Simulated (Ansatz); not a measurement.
# HfH2 (singlet): from Hartree-Fock to the top rungs at distance Hf1–H2 = 2.644 Å, def2-SVP

The task here is to estimate one member of a computed series from the others.

Method: def2-SVP, core rule «outside noble gas», up to 4 orbitals frozen; program: Ansatz 0.2.0, Gaussian basis.

To be run: UHF; CCSD(T) on RHF; CCSD(T) on UHF; CISD; CCSDT(Q) on RHF; CCSDT(Q) on UHF; CASSCF and MRCISD+Q, 2 electrons in 2 orbitals; CASSCF and NEVPT2, 2 electrons in 2 orbitals; Full CI.

40 further runs of the same task are left out: 22 for a known fault of the program, 15 that didn't finish, 3 set aside as unsound or not needed.

### The geometry

The geometry derives from a PBE0/def2-TZVP stationary point (not a proven minimum). One bond is set to the value named and the two fragments are kept rigid. No spin-orbit coupling is included. Elements past krypton take def2 core potentials.

3 atoms, charge 0, spin multiplicity 1.

Atoms are counted from 1 here; the program's logs count them from 0.

Bond lengths: Hf1–H3 1.912 Å.

Set-up of the first run:

Input file in.yaml:

```yaml
crystal:
  periodic: [false, false, false]
  atoms:
    - {symbol: Hf, position_ang: [0.000000, 0.000000, 0.244067]}
    - {symbol: H, position_ang: [0.000000, 0.000000, -2.399933]}
    - {symbol: H, position_ang: [0.000000, 0.000000, 2.155867]}
basis:
  gaussian: {orbitals: def2-SVP}
magnetization: {spin_polarized: true, initial_magnetization: 0}
hamiltonian: {xc: hf}
output: {orbitals: {seedname: orbitals}}
```

Launch:

```
ansatz run in.yaml --threads 1 --pin off --events-out ev --progress --plain --max-ram 2393MiB
```

Steps of the session up to this table: UHF; CCSD(T) on RHF; CCSD(T) on UHF; CISD; CCSDT(Q) on RHF; CCSDT(Q) on UHF; CASSCF and MRCISD+Q, 2 electrons in 2 orbitals; CASSCF and NEVPT2, 2 electrons in 2 orbitals; Full CI.

One of the session's tables, all rows but one given; the rest of the session is left out.

```
       method  from FCI (meV)
          RHF         +2915.5
          UHF         +2332.0
         RMP2          +966.1
         UMP2          +725.7
         CISD          +348.6
        RCCSD          +133.0
        UCCSD           +86.8
     RCCSD(T)           +44.2
     UCCSD(T)           +35.0
       RCCSDT               ?
       UCCSDT            +6.3
    RCCSDT(Q)            +0.1
    UCCSDT(Q)            +4.0
  CASSCF pair         +2339.5
  NEVPT2 pair          +814.2
  MRCISD pair          +242.7
MRCISD+Q pair           -26.3
          FCI               0
```

Estimate the missing values for RCCSDT.

As computed: from FCI (meV): +3.5. In the column «from FCI (meV)» it lies between RCCSDT(Q) (+0.1) and UCCSDT(Q) (+4.0).

Among the levels timed on like hardware and quicker than the yardstick, those that no quicker one beats, quickest first: CISD (0.51 s, +348.6 meV); RCCSD(T) (0.72 s, +44.2 meV); MRCISD+Q pair (1 s, -26.3 meV); RCCSDT(Q) (1.6 s, +0.1 meV).

The program flags UCCSDT(Q) as in doubt (see the logs), so those rows may rest on another solution; read them beside their warnings.

Caveats from the session: The determinant is far from a pure spin state, so its energy mixes those of several spin states (harmless only where they are near-degenerate, as at dissociation). The yardstick is full CI for this spin, exact in this basis with these frozen cores. The program flags UCCSDT(Q) as in doubt, so those rows may rest on another solution; read them beside their warnings. MRCISD+Q pair falls below full CI: the +Q correction isn't variational, and the cores differ from full CI's. Of the multireference levels listed MRCISD+Q pair comes nearest in total energy (-26.3 meV), which doesn't show that its space is the better one. Restricted and unrestricted rows rest on different reference determinants; where their highest levels disagree by more than a few hundredths of an eV, they describe different states and don't form one ladder. Warnings in the runs' records: other amplitudes.
